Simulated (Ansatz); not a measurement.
# CaMn2Bi2: the cost of one run

Program: Ansatz 0.2.0. Level of theory: DFT PBE+U, scalar-relativistic, plane waves, PAW. These are calculated values, not measurements.

### Step 1. Starting point

It takes space group P2_1/m (No. 11, monoclinic). The conventional cell has a = 7.212 Å, b = 4.060 Å, c = 7.260 Å, α = 90.00°, β = 94.85°, γ = 90.00°. Bi (site symmetry m) has 5 Mn at 2.69 to 2.89 Å and 3 Ca at 2.97 to 3.00 Å as nearest neighbours. Bi (site symmetry m) has 4 Mn at 2.67 to 2.73 Å as nearest neighbours. Mn (site symmetry m) is surrounded by 4 Bi at 2.67 to 2.70 Å and 5 Mn at 2.69 to 2.84 Å. Around Mn (site symmetry m) lie 3 Mn at 2.69 to 2.84 Å and 5 Bi at 2.73 to 2.89 Å. Ca (site symmetry m) has 6 Bi at 2.97 to 3.15 Å as nearest neighbours.

As a file:

```cif
data_structure
_symmetry_space_group_name_H-M 'P2_1/m'
_symmetry_Int_Tables_number 11
_cell_length_a 7.2120
_cell_length_b 4.0600
_cell_length_c 7.2600
_cell_angle_alpha 90.000
_cell_angle_beta 94.850
_cell_angle_gamma 90.000
_cell_volume 211.82
loop_
_atom_site_label
_atom_site_type_symbol
_atom_site_symmetry_multiplicity
_atom_site_Wyckoff_symbol
_atom_site_fract_x
_atom_site_fract_y
_atom_site_fract_z
_atom_site_occupancy
Bi1 Bi 2 e 0.75400 0.25000 0.13300 1
Bi2 Bi 2 e 0.23300 0.25000 0.42000 1
Mn1 Mn 2 e 0.11500 0.25000 0.06200 1
Mn2 Mn 2 e 0.00100 0.25000 0.69900 1
Ca1 Ca 2 e 0.52300 0.25000 0.77000 1
```

### Step 2. Relaxing cell and atoms: CaMn2Bi2, moments +−+−

input.yaml reads:

```yaml
crystal:
  lattice:
    - [7.212, 0.0, 0.0]
    - [0.0, 4.06, 0.0]
    - [-0.613814236, 0.0, 7.2340052588]
  atoms:
    - { symbol: Bi, position: [0.754, 0.25, 0.133] }
    - { symbol: Bi, position: [0.246, 0.75, 0.867] }
    - { symbol: Bi, position: [0.233, 0.25, 0.42] }
    - { symbol: Bi, position: [0.767, 0.75, 0.58] }
    - { symbol: Mn, position: [0.115, 0.25, 0.062], spin: 3.5 }
    - { symbol: Mn, position: [0.885, 0.75, 0.938], spin: -3.5 }
    - { symbol: Mn, position: [0.001, 0.25, 0.699], spin: 3.5 }
    - { symbol: Mn, position: [0.999, 0.75, 0.301], spin: -3.5 }
    - { symbol: Ca, position: [0.523, 0.25, 0.77] }
    - { symbol: Ca, position: [0.477, 0.75, 0.23] }
magnetization:
  spin_polarized: true
scf:
  occupations: { method: gaussian, width: 0.03 }
output:
  forces: true
  stress: true
  eigenvalues: true
  populations: true
hamiltonian:
  xc: pbe
  hubbard: { sites: [{ species: Mn, l: d, u_eff: 2.0 }] }
kpoints:
  mp_grid: { grid: [6, 10, 6] }
relax:
  f_tol: 0.01
  max_steps: 70
  cell: { stress_tol: 0.05, p_target: 0 }
```

Launch:

```sh
ansatz run input.yaml --threads 16 --pin off --max-ram 16384MiB --backend cpu --events-out ev --progress --plain --runs-dir out
```

What time and memory should one allow on 16 threads of Arm Neoverse V1, shared host?

About 16 min, with a peak of 5.8 GiB.
